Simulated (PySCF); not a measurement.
# C3H8N2Si: electronic excitations and core binding energies

What electronic excitations and core binding energies should C3H8N2Si (`N#C[SiH2]CCN`) show?

The runs use PySCF 2.14.0, with density-fitted response routines of our own; the level of theory stands in each step. All values are computed, except where a source is named. Atoms are numbered from 0 throughout.

## Step 1: Starting geometry

14 atoms, charge 0, multiplicity 1; geometry from: GFN2-xTB.

Bonds of the start (Å): N0–C1 1.15, C1–Si2 1.88, Si2–C3 1.91, C3–C4 1.52, C4–N5 1.46, Si2–H6 1.46, Si2–H7 1.46, C3–H8 1.09, C3–H9 1.09, C4–H10 1.10, C4–H11 1.09, N5–H12 1.01, N5–H13 1.01.

## Step 2: Excited states and response: wB97X-D/def2-SVPD

What the job is given:

```
{"job": {"kind": "uv", "xc": "wB97X-D", "basis": "def2-SVPD", "nstates": 8, "ntriplets": 3}, "charge": 0, "multiplicity": 1}
N     -3.831809     1.005129     0.363373
C     -2.773081     0.584847     0.491691
Si    -1.045135    -0.111890     0.723001
C     -0.036100     0.609002    -0.724853
C      1.198030    -0.274364    -0.818178
N      1.534685    -0.648172     0.549971
H     -1.203898    -1.561062     0.628465
H     -0.631374     0.377579     2.037316
H     -0.583043     0.619886    -1.666031
H      0.252659     1.639453    -0.514058
H      2.024058     0.217845    -1.354192
H      0.948190    -1.191770    -1.356241
H      1.942132     0.142871     1.036809
H      2.204008    -1.409827     0.580760
```

Level: TDDFT wB97X-D/def2-SVPD, vertical, gas phase, core orbitals frozen in the response.

Command:

```sh
$ OMP_NUM_THREADS=1 python probes_run.py task.json out
```

One launch serves the whole session: the jobs run in the order shown.

**Question.** This job is followed by: delta-SCF UKS SCAN, pcX-2 on the ionised atom, pcseg-1 elsewhere, spin-free X2C. What will the session give for the following? lowest singlet (wB97X-D/def2-SVPD); lowest triplet; C1s binding energies, SCAN/pcX-2; N1s binding energies, SCAN/pcX-2; Si1s binding energies, SCAN/pcX-2; Si2p binding energies, SCAN/pcX-2.

**Answer**, as computed:

```
                          quantity                               value
lowest singlet (wB97X-D/def2-SVPD)         7.01 eV (177 nm), f = 0.026
                    lowest triplet                             6.14 eV
  C1s binding energies, SCAN/pcX-2  C4 292.00, C1 291.07, C3 290.47 eV
  N1s binding energies, SCAN/pcX-2             N5 405.69, N0 404.53 eV
 Si1s binding energies, SCAN/pcX-2                      Si2 1846.99 eV
 Si2p binding energies, SCAN/pcX-2                       Si2 107.36 eV
```

The first singlet state (HOMO→LUMO 0.60, HOMO→LUMO+1 0.15) lies at 7.01 eV and is weak. The lowest triplet lies 0.87 eV below the lowest singlet (triplets in Tamm-Dancoff, singlets in full TDDFT). The C1s levels kept as sound span 1.53 eV, from C3 (sp3 CH2 bonded to Si) up to C4 (sp3 CH2 bonded to N). The N1s levels kept as sound span 1.16 eV, from N0 (nitrile nitrogen) up to N5 (amine nitrogen).
